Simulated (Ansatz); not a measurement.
# Rh: an axial (c/a) deformation path

The task here is to estimate one member of a computed series from the others.

This is Rh in the hcp structure; at room conditions it is fcc.

Program: Ansatz 0.2.0. Level of theory: DFT PBEsol, scalar-relativistic, plane waves, PAW. These are calculated values, not measurements.

**The structure to begin with**

It takes space group P6_3/mmc (No. 194, hexagonal). The conventional cell has a = 2.731 Å, b = 2.731 Å, c = 4.428 Å, α = 90.00°, β = 90.00°, γ = 120.00°. Rh (site symmetry -6m2) is surrounded by 12 Rh at 2.72 to 2.73 Å.

Structure file:

```cif
data_structure
_symmetry_space_group_name_H-M 'P 1'
_symmetry_Int_Tables_number 1
_cell_length_a 2.7310
_cell_length_b 2.7310
_cell_length_c 4.4285
_cell_angle_alpha 90.000
_cell_angle_beta 90.000
_cell_angle_gamma 120.000
_cell_volume 28.60
loop_
_atom_site_label
_atom_site_type_symbol
_atom_site_fract_x
_atom_site_fract_y
_atom_site_fract_z
_atom_site_occupancy
Rh1 Rh 0.66667 0.33333 0.75000 1
Rh2 Rh 0.33333 0.66667 0.25000 1
```

It goes back to an entry of the Materials Project, which need not be the stable form.

No relaxation comes first: the listed cell is the starting point.

**The reference cell**

Reference values: F = -12677.3612 eV; pressure -13.67 GPa; largest force 0.000 eV/Å; gap on the mesh none (metal). It was computed beforehand with the settings of the runs below.

Set-up of the first run:

At fixed volume and fractional coordinates, lengths along (0.000, 0.000, 1.000) are scaled against those across it; ρ is that ratio over its starting value.

The input, input.yaml:

```yaml
crystal:
  lattice:
    - [2.8830049769, 0.0, 0.0]
    - [-1.4415024884, 2.4967555492, 0.0]
    - [0.0, 0.0, 3.9737589652]
  atoms:
    - { symbol: Rh, position: [0.6666666667, 0.3333333333, 0.75] }
    - { symbol: Rh, position: [0.3333333333, 0.6666666667, 0.25] }
basis:
  ecutwfc: 420
kpoints:
  mp_grid: { grid: [24, 24, 12] }
hamiltonian:
  xc: pbesol
scf:
  occupations: { method: gaussian, width: 0.15 }
output:
  forces: true
  stress: true
  eigenvalues: true
  write_density: true
  write_potential: true
  elf: true
  volumetric_format: npy
```

Launch:

```
> ansatz run input.yaml --threads 1 --pin off --max-ram 2560MiB --backend cpu --events-out ev --progress --plain --runs-dir out
```

Among the steps run: ρ = 0.850; ρ = 1.200; At ρ = 0.920; Point ρ = 1.100; ρ = 0.960; ρ = 1.050; At ρ = 0.800; Point ρ = 1.300.

One of the session's tables, all rows but one given; the rest of the session is left out.

```
    ρ  ΔE (meV/atom)  pressure (GPa)
0.800          270.7            -1.8
0.850          148.7            -6.8
0.920           38.3           -11.6
0.960            7.7           -13.1
1.000            0.0           -13.7
1.050              ?               ?
1.100           71.3           -11.2
1.200          259.3            -3.5
1.300          543.5             8.3
```

**Question.** Estimate the row for ρ = 1.050.

Worked estimate for «ΔE (meV/atom)». A straight line through the neighbours (1.000, 0.0) and (1.100, 71.3) gives 0.0 + (71.3 − 0.0) × (1.050 − 1.000) / (1.100 − 1.000) = 35.6; a parabola fitted to 4 rows on both sides gives 21.0.

**Answer.** ΔE (meV/atom): 20.5; pressure (GPa): -13.1. In «ΔE (meV/atom)» the line misses by +15.1 and the parabola by +0.5.
